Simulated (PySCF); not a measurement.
# C₆H₁₂O₂: magnetic properties

What do calculations give for the magnetic properties of C₆H₁₂O₂ (`C=C(CO)OCCC`)?

Computed with PySCF 2.14.0 and routines of our own; the level stands in each step. Atoms count from 0.

## Step 1: The system as given

20 atoms, charge 0, multiplicity 1; geometry from: GFN2-xTB.

## Step 2: Magnetic properties: GIAO BHandHLYP/pcSseg-1

The job: settings as JSON, then the geometry in Å.

```
{"job": {"kind": "mag", "xc": "BHandHLYP", "basis": "pcSseg-1", "isotopologues": 2}, "charge": 0, "multiplicity": 1}
C     -1.681758    -1.665375     0.529279
C     -1.623790    -0.450710     0.001663
C     -2.841131     0.331461    -0.439455
O     -2.897392     1.605175     0.153774
O     -0.499752     0.287454    -0.232002
C      0.748655    -0.259091     0.140057
C      1.834108     0.753122    -0.209500
C      3.217383     0.235419     0.161404
H     -0.814350    -2.222215     0.832100
H     -2.631955    -2.143501     0.670498
H     -2.816650     0.425823    -1.537391
H     -3.753962    -0.190040    -0.150828
H     -2.027188     2.008543     0.046535
H      0.919243    -1.200389    -0.400149
H      0.755860    -0.470363     1.218141
H      1.629121     1.684632     0.321220
H      1.786367     0.960014    -1.280044
H      3.975904     0.969198    -0.098216
H      3.279452     0.039581     1.229628
H      3.436686    -0.688060    -0.370049
```

Method: GIAO BHandHLYP/pcSseg-1 magnetisability, rotational g tensor and spin-rotation constants, non-relativistic, gas phase.

On the command line:

```
> OMP_NUM_THREADS=1 python excited_run.py task.json out
```

One launch serves the whole session: the jobs run in the order shown.

Output:

```text
coarse grid: 16128 points
cycle   1  E = -385.8380884715  dE =  1.177e+00  |g| = 7.391e-01  |ddm| = 3.756e+00
cycle   2  E = -385.8447457411  dE = -6.657e-03  |g| = 7.627e-01  |ddm| = 1.019e+00
cycle   3  E = -385.9440692767  dE = -9.932e-02  |g| = 6.767e-02  |ddm| = 5.670e-01
cycle   4  E = -385.9448464595  dE = -7.772e-04  |g| = 2.849e-02  |ddm| = 5.941e-02
cycle   5  E = -385.9450336177  dE = -1.872e-04  |g| = 8.214e-03  |ddm| = 2.757e-02
cycle   6  E = -385.9450466428  dE = -1.303e-05  |g| = 2.830e-03  |ddm| = 8.118e-03
cycle   7  E = -385.9450483518  dE = -1.709e-06  |g| = 5.348e-04  |ddm| = 2.584e-03
final grid: 154128 points
cycle   8  E = -386.0018224782  dE = -2.775e-05  |g| = 3.641e-03  |ddm| = 1.856e-02
cycle   9  E = -386.0018237092  dE = -1.231e-06  |g| = 2.941e-03  |ddm| = 5.138e-03
cycle  10  E = -386.0018257607  dE = -2.052e-06  |g| = 3.562e-04  |ddm| = 2.196e-03
cycle  11  E = -386.0018257784  dE = -1.763e-08  |g| = 1.779e-04  |ddm| = 3.615e-04
cycle  12  E = -386.0018257841  dE = -5.706e-09  |g| = 3.220e-05  |ddm| = 1.582e-04
cycle  13  E = -386.0018257843  dE = -2.224e-10  |g| = 9.721e-06  |ddm| = 3.025e-05
converged SCF energy = -386.0018257843

Magnetisability tensor (1e-30 J/T^2)
    -1272.17       46.42       -3.99
       46.42    -1349.69      -72.75
       -3.99      -72.75    -1388.15
isotropic -1336.67   principal values   -1447.98  -1321.76  -1240.27
isotropic susceptibility -80.496 1e-6 cm^3/mol

Inertial axes            a          b          c
rot. const./GHz      4.1210     0.9355     0.7956
chi total           -76.711    -79.780    -84.998
chi diamagnetic    -413.390  -1433.007  -1664.763
chi paramagnetic    336.679   1353.227   1579.765
quadrupole/D A       -0.529      1.556     -1.027
g nuclear            0.6251     0.5895     0.5885
g electronic        -0.6518    -0.5948    -0.5905
g total             -0.0267    -0.0053    -0.0019

Spin-rotation constants (kHz, H = +C I.J)
atom  isotope        aa         bb         cc
  8     1H        0.078     -0.054     -0.093
  9     1H        0.126     -0.056     -0.096
 10     1H       -0.364     -0.089      0.035
 11     1H        0.110     -0.067     -0.084
 12     1H       -0.143     -0.073     -0.093
 13     1H       -0.392     -0.014     -0.041
 14     1H       -0.413     -0.083      0.022
 15     1H       -0.431     -0.023     -0.047
 16     1H       -0.447     -0.085      0.009
 17     1H       -0.196     -0.039     -0.087
 18     1H       -0.446     -0.093      0.001
 19     1H       -0.422     -0.037     -0.051
  0    13C*       1.514      0.215      0.107
  1    13C*       2.334      0.320      0.178
  2    13C*       0.970      0.181      0.177
  3    17O*      -0.147     -0.084     -0.060
  4    17O*      -0.778     -0.167     -0.070
  5    13C*       0.762      0.222      0.194
  6    13C*       0.631      0.139      0.132
  7    13C*       0.529      0.123      0.107
* in the singly substituted isotopologue

Isotopologues: g along a, b, c
2H    at 8,9,10,11,12,1    -0.0219    -0.0046    -0.0017
13C   at 0                 -0.0261    -0.0052    -0.0019
```

Wall time 29 s (1 thread of Arm Neoverse V2, shared host); peak memory 0.95 GiB.

From this job:

| quantity | value |
| --- | --- |
| magnetisability | -1337·10⁻³⁰ J/T² |
| molar susceptibility | -80.5·10⁻⁶ cm³/mol |
| rotational g (a, b, c) | -0.0267, -0.0053, -0.0019 |

## Step 3: Magnetic properties: GIAO revPBE/pcSseg-0

Settings changed since step 2:

```diff
@@ -1,2 +1,2 @@
-{"job": {"kind": "mag", "xc": "BHandHLYP", "basis": "pcSseg-1", "isotopologues": 2}, "charge": 0, "multiplicity": 1}
+{"job": {"kind": "mag", "xc": "revPBE", "basis": "pcSseg-0"}, "charge": 0, "multiplicity": 1}
 C     -1.681758    -1.665375     0.529279
```

Method: GIAO revPBE/pcSseg-0 magnetisability, rotational g tensor and spin-rotation constants, non-relativistic, gas phase.

Output:

```text
coarse grid: 16128 points
cycle   1  E = -385.2082384421  dE =  7.343e-01  |g| = 8.222e-01  |ddm| = 4.284e+00
cycle   2  E = -384.9441863202  dE =  2.641e-01  |g| = 1.424e+00  |ddm| = 2.522e+00
cycle   3  E = -385.3408651158  dE = -3.967e-01  |g| = 1.556e-01  |ddm| = 1.712e+00
cycle   4  E = -385.3463921663  dE = -5.527e-03  |g| = 4.729e-02  |ddm| = 2.386e-01
cycle   5  E = -385.3467868012  dE = -3.946e-04  |g| = 2.587e-02  |ddm| = 6.609e-02
cycle   6  E = -385.3469362343  dE = -1.494e-04  |g| = 7.433e-03  |ddm| = 3.744e-02
cycle   7  E = -385.3469498827  dE = -1.365e-05  |g| = 2.024e-03  |ddm| = 1.046e-02
cycle   8  E = -385.3469509295  dE = -1.047e-06  |g| = 2.759e-04  |ddm| = 2.535e-03
final grid: 154128 points
cycle   9  E = -385.2678747733  dE = -6.914e-05  |g| = 1.059e-02  |ddm| = 4.521e-02
cycle  10  E = -385.2678354086  dE =  3.936e-05  |g| = 1.708e-02  |ddm| = 2.698e-02
cycle  11  E = -385.2678988492  dE = -6.344e-05  |g| = 3.740e-03  |ddm| = 1.804e-02
cycle  12  E = -385.2679019962  dE = -3.147e-06  |g| = 5.701e-04  |ddm| = 4.835e-03
cycle  13  E = -385.2679020699  dE = -7.373e-08  |g| = 2.106e-04  |ddm| = 7.779e-04
cycle  14  E = -385.2679020799  dE = -1.002e-08  |g| = 5.037e-05  |ddm| = 2.362e-04
cycle  15  E = -385.2679020806  dE = -6.552e-10  |g| = 1.004e-05  |ddm| = 7.281e-05
converged SCF energy = -385.2679020806

Magnetisability tensor (1e-30 J/T^2)
    -1283.27       48.53       -3.97
       48.53    -1355.79      -77.26
       -3.97      -77.26    -1398.43
isotropic -1345.83   principal values   -1461.36  -1329.53  -1246.60
isotropic susceptibility -81.048 1e-6 cm^3/mol

Inertial axes            a          b          c
rot. const./GHz      4.1210     0.9355     0.7956
chi total           -77.384    -80.059    -85.701
chi diamagnetic    -413.656  -1433.777  -1665.681
chi paramagnetic    336.272   1353.718   1579.980
quadrupole/D A       -1.184      1.757     -0.573
g nuclear            0.6251     0.5895     0.5885
g electronic        -0.6510    -0.5950    -0.5906
g total             -0.0259    -0.0055    -0.0020

Spin-rotation constants (kHz, H = +C I.J)
atom  isotope        aa         bb         cc
  8     1H        0.030     -0.059     -0.103
  9     1H        0.077     -0.062     -0.106
 10     1H       -0.400     -0.093      0.030
 11     1H        0.083     -0.074     -0.090
 12     1H       -0.209     -0.089     -0.111
 13     1H       -0.434     -0.020     -0.048
 14     1H       -0.455     -0.091      0.018
 15     1H       -0.478     -0.031     -0.053
 16     1H       -0.496     -0.095      0.005
 17     1H       -0.236     -0.047     -0.096
 18     1H       -0.497     -0.104     -0.002
 19     1H       -0.472     -0.044     -0.058
  0    13C*       1.440      0.222      0.104
  1    13C*       2.176      0.319      0.179
  2    13C*       0.990      0.182      0.178
  3    17O*      -0.117     -0.100     -0.064
  4    17O*      -0.908     -0.175     -0.070
  5    13C*       0.744      0.223      0.195
  6    13C*       0.591      0.134      0.129
  7    13C*       0.502      0.119      0.103
* in the singly substituted isotopologue
```

Run time: 16 s. Hardware: 1 thread of Arm Neoverse V2, shared host; peak memory 0.49 GiB.

From this job:

| quantity | value |
| --- | --- |
| magnetisability | -1346·10⁻³⁰ J/T² |
| molar susceptibility | -81.0·10⁻⁶ cm³/mol |
| rotational g (a, b, c) | -0.0259, -0.0055, -0.0020 |

## Step 4: Magnetic properties: GIAO PW91/ANO-RCC-VDZP

Settings changed since step 3:

```diff
@@ -1,2 +1,2 @@
-{"job": {"kind": "mag", "xc": "revPBE", "basis": "pcSseg-0"}, "charge": 0, "multiplicity": 1}
+{"job": {"kind": "mag", "xc": "PW91", "basis": "ANO-RCC-VDZP", "grid": 0, "scf": {"max_cycle": 53}}, "charge": 0, "multiplicity": 1}
 C     -1.681758    -1.665375     0.529279
```

Level: GIAO PW91/ANO-RCC-VDZP magnetisability, rotational g tensor and spin-rotation constants, non-relativistic, gas phase.

Output:

```text
final grid: 16128 points
cycle   1  E = -386.0387607548  dE =  8.108e-01  |g| = 9.696e-01  |ddm| = 6.044e+00
cycle   2  E = -385.5670783987  dE =  4.717e-01  |g| = 1.794e+00  |ddm| = 2.931e+00
cycle   3  E = -386.2369469503  dE = -6.699e-01  |g| = 2.429e-01  |ddm| = 2.008e+00
cycle   4  E = -386.2491929138  dE = -1.225e-02  |g| = 8.208e-02  |ddm| = 3.210e-01
cycle   5  E = -386.2500994047  dE = -9.065e-04  |g| = 5.448e-02  |ddm| = 1.367e-01
cycle   6  E = -386.2508304038  dE = -7.310e-04  |g| = 1.107e-02  |ddm| = 7.345e-02
cycle   7  E = -386.2508580990  dE = -2.770e-05  |g| = 2.529e-03  |ddm| = 1.205e-02
cycle   8  E = -386.2508595336  dE = -1.435e-06  |g| = 6.603e-04  |ddm| = 2.884e-03
cycle   9  E = -386.2508596064  dE = -7.283e-08  |g| = 3.008e-04  |ddm| = 7.301e-04
cycle  10  E = -386.2508596242  dE = -1.781e-08  |g| = 8.951e-05  |ddm| = 3.420e-04
cycle  11  E = -386.2508596256  dE = -1.386e-09  |g| = 5.288e-05  |ddm| = 1.426e-04
cycle  12  E = -386.2508596262  dE = -6.568e-10  |g| = 3.445e-06  |ddm| = 5.872e-05
converged SCF energy = -386.2508596262

Magnetisability tensor (1e-30 J/T^2)
    -1210.68       49.06       -1.47
       49.06    -1315.94      -80.66
       -1.47      -80.66    -1363.62
isotropic -1296.75   principal values   -1427.71  -1277.89  -1184.63
isotropic susceptibility -78.092 1e-6 cm^3/mol

Inertial axes            a          b          c
rot. const./GHz      4.1210     0.9355     0.7956
chi total           -73.010    -77.599    -83.667
chi diamagnetic    -412.595  -1431.798  -1663.593
chi paramagnetic    339.585   1354.199   1579.926
quadrupole/D A       -0.082      1.298     -1.216
g nuclear            0.6251     0.5895     0.5885
g electronic        -0.6574    -0.5952    -0.5905
g total             -0.0323    -0.0057    -0.0020

Spin-rotation constants (kHz, H = +C I.J)
atom  isotope        aa         bb         cc
  8     1H        0.080     -0.050     -0.093
  9     1H        0.130     -0.051     -0.096
 10     1H       -0.344     -0.088      0.039
 11     1H        0.127     -0.066     -0.084
 12     1H       -0.112     -0.074     -0.092
 13     1H       -0.380     -0.008     -0.039
 14     1H       -0.403     -0.080      0.026
 15     1H       -0.425     -0.021     -0.045
 16     1H       -0.442     -0.084      0.013
 17     1H       -0.187     -0.037     -0.086
 18     1H       -0.445     -0.093      0.004
 19     1H       -0.422     -0.035     -0.050
  0    13C*       1.340      0.217      0.104
  1    13C*       2.176      0.323      0.182
  2    13C*       0.999      0.183      0.182
  3    17O*      -0.240     -0.099     -0.062
  4    17O*      -0.874     -0.186     -0.085
  5    13C*       0.789      0.229      0.201
  6    13C*       0.646      0.143      0.135
  7    13C*       0.527      0.123      0.107
* in the singly substituted isotopologue
```

Run time: 94 s. Hardware: 1 thread of Arm Neoverse V2, shared host; peak memory 0.72 GiB.

A normal end doesn't make this result sound: grid level 0 is too coarse.

## Step 5: Magnetic properties side by side

| level | ξ (10⁻³⁰ J/T²) | g(a) | g(b) | gap (eV) | functions | time |
| --- | --- | --- | --- | --- | --- | --- |
| GIAO BHandHLYP/pcSseg-1 | -1337 | -0.0267 | -0.0053 | 9.85 | 196 | 29 s |
| GIAO revPBE/pcSseg-0 | -1346 | -0.0259 | -0.0055 | 5.39 | 96 | 16 s |

## Step 6: Summary of results

```
                                                quantity                               value
       magnetisability (step 2, GIAO BHandHLYP/pcSseg-1)                    -1337·10⁻³⁰ J/T²
  molar susceptibility (step 2, GIAO BHandHLYP/pcSseg-1)                  -80.5·10⁻⁶ cm³/mol
rotational g (a, b, c) (step 2, GIAO BHandHLYP/pcSseg-1)           -0.0267, -0.0053, -0.0019
                         magnetisability over the levels           -1346 to -1337·10⁻³⁰ J/T²
                                                    runs  0 failed, 1 ended on unsound input
```

**Reading.** The magnetisability spreads by 0.7 % over 2 levels, from GIAO revPBE/pcSseg-0 (16 s) to GIAO BHandHLYP/pcSseg-1 (29 s); the runs took 16 s to 29 s. Two levels can agree by chance, so this spread shows no convergence. Vibrational averaging and real surroundings are missing from these values.
